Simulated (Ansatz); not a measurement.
# LaSiS2O: the cost of one run

Method: DFT, PBE, no spin polarisation, plane waves, PAW, in Ansatz 0.2.0.

### 1 The cell

Cell: a = 5.797 Å, b = 6.178 Å, c = 5.902 Å, α = 102.76°, β = 87.92°, γ = 87.51°. First neighbours, in Å of the first eight atoms: La1: 2 O at 2.83 to 2.85, 5 S at 3.10 to 3.24, 3 Si at 3.11 to 3.16; La2: 1 O at 2.81, 5 S at 3.01 to 3.22, 2 Si at 3.07 to 3.14; Si3: 2 O at 2.22 to 3.24, 5 S at 2.47 to 3.33, 2 La at 3.14 to 3.16; Si4: 2 O at 2.19 to 2.41, 3 S at 2.41 to 2.79, 3 La at 3.07 to 3.16; S5: 2 O at 2.16 to 2.17, 3 La at 3.11 to 3.18, 1 S at 3.13, 1 Si at 3.15; S6: 3 O at 2.15 to 3.12, 2 Si at 2.41 to 2.52, 3 S at 2.42 to 3.22, 1 La at 3.01; S7: 2 O at 2.16 to 3.09, 2 S at 2.40 to 2.42, 2 Si at 2.42 to 2.47, 2 La at 3.08 to 3.13; S8: 1 O at 2.19, 2 S at 2.40 to 3.22, 2 Si at 2.79 to 3.00, 4 La at 3.08 to 3.24.

As a file:

```cif
data_structure
_symmetry_space_group_name_H-M 'P 1'
_symmetry_Int_Tables_number 1
_cell_length_a 5.7972
_cell_length_b 6.1784
_cell_length_c 5.9017
_cell_angle_alpha 102.764
_cell_angle_beta 87.923
_cell_angle_gamma 87.512
_cell_volume 205.74
loop_
_atom_site_label
_atom_site_type_symbol
_atom_site_fract_x
_atom_site_fract_y
_atom_site_fract_z
_atom_site_occupancy
La1 La 0.42056 0.06786 0.60474 1
La2 La 0.14078 0.80977 0.04638 1
Si1 Si 0.56639 0.46835 0.99650 1
Si2 Si 0.91684 0.16423 0.45210 1
S1 S 0.33368 0.56606 0.55226 1
S2 S 0.92200 0.44420 0.22571 1
S3 S 0.87695 0.17600 0.86443 1
S4 S 0.61684 0.01511 0.09810 1
O1 O 0.58770 0.34848 0.32317 1
O2 O 0.06694 0.41364 0.72292 1
```

It starts from an earlier solution of the starting cell (checkpoint.read).

### 2 The relaxation

Input file input.yaml:

```yaml
crystal:
  lattice:
    - [5.792009, 0.104663, 0.222525]
    - [0.173194, 6.161773, -0.418878]
    - [0.006579, -0.911196, 5.830937]
  atoms:
    - { symbol: La, position: [0.420563, 0.067862, 0.604736] }
    - { symbol: La, position: [0.140777, 0.809766, 0.04638] }
    - { symbol: Si, position: [0.566394, 0.468345, 0.996498] }
    - { symbol: Si, position: [0.916843, 0.164231, 0.452097] }
    - { symbol: S, position: [0.33368, 0.566059, 0.552262] }
    - { symbol: S, position: [0.922001, 0.444199, 0.225711] }
    - { symbol: S, position: [0.876947, 0.176004, 0.864426] }
    - { symbol: S, position: [0.616837, 0.015113, 0.098102] }
    - { symbol: O, position: [0.587702, 0.34848, 0.323169] }
    - { symbol: O, position: [0.066939, 0.413645, 0.722918] }
kpoints:
  mp_grid: { grid: [3, 3, 3], shift: [0.5, 0.5, 0.0] }
magnetization:
  spin_polarized: false
scf:
  occupations: { method: fermi_dirac }
  lower_state_search: "off"
hamiltonian:
  pseudopotentials: { kind: paw }
  xc: pbe
basis:
  ecutwfc: 420
  fft_grid_basis: typed
relax:
  max_steps: 80
output:
  forces: true
  stress: true
  eigenvalues: true
  populations: true
  elf: true
  write_potential: true
  volumetric_format: npy
  dos:
    e_range: [-12, 8]
    de: 0.05
    projected: { site_lists: { La: [La], O: [O], S: [S], Si: [Si] } }
  write_density: true
  bader: false
checkpoint:
  read: saved_state
```

Started as:

```
ansatz run input.yaml --threads 2 --pin off --max-ram 4096MiB --backend cpu --events-out ev --progress --plain --runs-dir out
```

**Question.** How long does this run take on 2 threads of an Arm CPU, shared host, and how much memory does it need?

About 6.3 min, with a peak of 0.52 GiB.
